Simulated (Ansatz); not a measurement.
# TaCo3: the cost of one run

Method: DFT LDA, with the methods named in each step, in Ansatz 0.2.0.

## (1) Starting point

The structure is cubic, space group Pm-3m (No. 221). Conventional cell: a = 3.670 Å, b = 3.670 Å, c = 3.670 Å, α = 90.00°, β = 90.00°, γ = 90.00°. Around Ta (site symmetry m-3m) lie 12 Co at 2.60 Å. Co (site symmetry 4/mmm) has 4 Ta at 2.60 Å and 8 Co at 2.60 Å as nearest neighbours.

Coordinates:

```
CELL_PARAMETERS angstrom
3.67000 0.00000 0.00000
0.00000 3.67000 0.00000
0.00000 0.00000 3.67000
ATOMIC_POSITIONS crystal
Ta 0.00000 0.00000 0.00000
Co 0.00000 0.50000 0.50000
Co 0.50000 0.00000 0.50000
Co 0.50000 0.50000 0.00000
```

Atoms are numbered in the order of the input: Ta1, Co2, Co3, Co4.

## (2) Free moments, LAPW

File input.yaml:

```yaml
crystal:
  lattice:
    - [3.67, 0.0, 0.0]
    - [0.0, 3.67, 0.0]
    - [0.0, 0.0, 3.67]
  atoms:
    - { symbol: Ta, position: [0.0, 0.0, 0.0] }
    - { symbol: Co, position: [0.0, 0.5, 0.5], spin: 2.0 }
    - { symbol: Co, position: [0.5, 0.0, 0.5], spin: 2.0 }
    - { symbol: Co, position: [0.5, 0.5, 0.0], spin: 2.0 }
magnetization:
  spin_polarized: true
kpoints:
  mp_grid: { grid: [9, 9, 9] }
scf:
  occupations: { method: fermi_dirac, width: 0.08 }
  lower_state_search: "off"
hamiltonian:
  xc: lda
  pseudopotentials: { kind: all_electron, lapw: { basis_error: 0.001 } }
output:
  forces: true
  stress: true
  eigenvalues: false
  populations: true
```

Started as:

```sh
$ ansatz run input.yaml --threads 2 --pin off --max-ram 6144MiB --backend cpu --events-out ev --progress --plain --runs-dir out
```

What time and memory should one allow on 2 threads of Arm Neoverse V2, shared host?

About 78 s, with a peak of 0.8 GiB.
